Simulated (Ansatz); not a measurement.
# Cl− with SiNH5: structure and interaction energy

An exercise on one series of results from a longer session: the logs are not shown, and one member is left open.

Computed with Ansatz 0.2.0, Gaussian basis. Level: PBE0-D4 structure, single points in def2-TZVPPD.

Levels: PBE-D4, revPBE-D4, BLYP-D4, r2SCAN-D4, B97M-V, PBE0-D4, B3LYP-D4, HSE06-D4, wB97X-V, wB97M-V, B2PLYP, Hartree-Fock, MP2, CCSD, CCSD(T). The reference is CCSD(T) extrapolated to the basis limit.

Correlated methods freeze the cores. B3LYP uses VWN-RPA correlation. B2PLYP carries no dispersion term here.

163 further runs of the same task are left out: 163 set aside as unsound or not needed. Runs told in other sessions of the task aren't counted.

## Where the work starts

The pair, from a GFN2-xTB docking trial: 8 atoms, charge -1, spin multiplicity 1.

Atoms are counted from 1 here; the program's logs count them from 0.

Bond lengths: Si2–N3 1.699 Å, Si2–H4 1.458 Å, Si2–H5 1.484 Å, Si2–H6 1.482 Å, N3–H7 1.007 Å, N3–H8 1.032 Å. Angles: N3–Si2–H4 111.7°, N3–Si2–H5 116.3°, N3–Si2–H6 108.0°, H4–Si2–H5 107.7°, H4–Si2–H6 108.4°, H5–Si2–H6 104.2°, Si2–N3–H7 118.4°, Si2–N3–H8 119.1°, H7–N3–H8 108.0°.

Geometry (Å):

```xyz
8

Cl   -0.3498   -1.2138   -3.0436
Si    0.4130    0.0812    0.9498
N    -0.7081    0.2205   -0.3196
H     1.1703   -1.1621    0.8658
H     1.3859    1.1922    1.0940
H    -0.3375    0.0873    2.2274
H    -0.9991    1.1422   -0.6023
H    -0.5747   -0.3475   -1.1714
```

Atoms 1 to 1 are fragment A (Cl−), the rest fragment B (SiNH5).

The first run:

The input, pre/in.yaml:

```yaml
crystal:
  periodic: [false, false, false]
  atoms:
    - {symbol: Cl, position_ang: [-0.349800, -1.213800, -3.043600]}
    - {symbol: Si, position_ang: [0.413000, 0.081200, 0.949800]}
    - {symbol: N, position_ang: [-0.708100, 0.220500, -0.319600]}
    - {symbol: H, position_ang: [1.170300, -1.162100, 0.865800]}
    - {symbol: H, position_ang: [1.385900, 1.192200, 1.094000]}
    - {symbol: H, position_ang: [-0.337500, 0.087300, 2.227400]}
    - {symbol: H, position_ang: [-0.999100, 1.142200, -0.602300]}
    - {symbol: H, position_ang: [-0.574700, -0.347500, -1.171400]}
basis:
  gaussian: {orbitals: def2-SVPD}
total_charge: -1
hamiltonian: {xc: pbe, dispersion: d4}
relax: {f_tol: 0.03, max_steps: 250}
```

Run with:

```console
$ ansatz run in.yaml --threads 4 --pin off --events-out ev --progress --plain --max-ram 9574MiB
```

Steps of the session up to this table: A first relaxation in a small basis; Relaxation at PBE0-D4; wB97X-V/def2-TZVPPD; wB97M-V/def2-TZVPPD; B2PLYP/def2-TZVPPD; B97M-V/def2-TZVPPD; CCSD(T)/def2-TZVPPD; MP2/def2-QZVPPD; Hartree-Fock/STO-3G; SPW92/def2-SVP; wB97M-V/def2-SVP; CCSD(T)/def2-SVP; Vibrations of the pair.

One table of the session follows, with a row left open; its other results are not shown here.

| method | interaction (kcal/mol) |
| --- | --- |
| PBE-D4 | ? |
| revPBE-D4 | -16.50 |
| BLYP-D4 | -15.74 |
| r2SCAN-D4 | -15.65 |
| B97M-V | -15.26 |
| PBE0-D4 | -15.80 |
| B3LYP-D4 | -15.43 |
| HSE06-D4 | -15.81 |
| wB97X-V | -14.44 |
| wB97M-V | -14.57 |
| B2PLYP | -13.70 |
| Hartree-Fock | -10.25 |
| MP2 | -14.33 |
| CCSD | -13.28 |
| CCSD(T) | -13.97 |
| CCSD(T)/CBS | -14.78 |

Estimate the missing values for PBE-D4.

The run gave: interaction (kcal/mol): -16.42. In the column «interaction (kcal/mol)» it lies between revPBE-D4 (-16.50) and HSE06-D4 (-15.81).
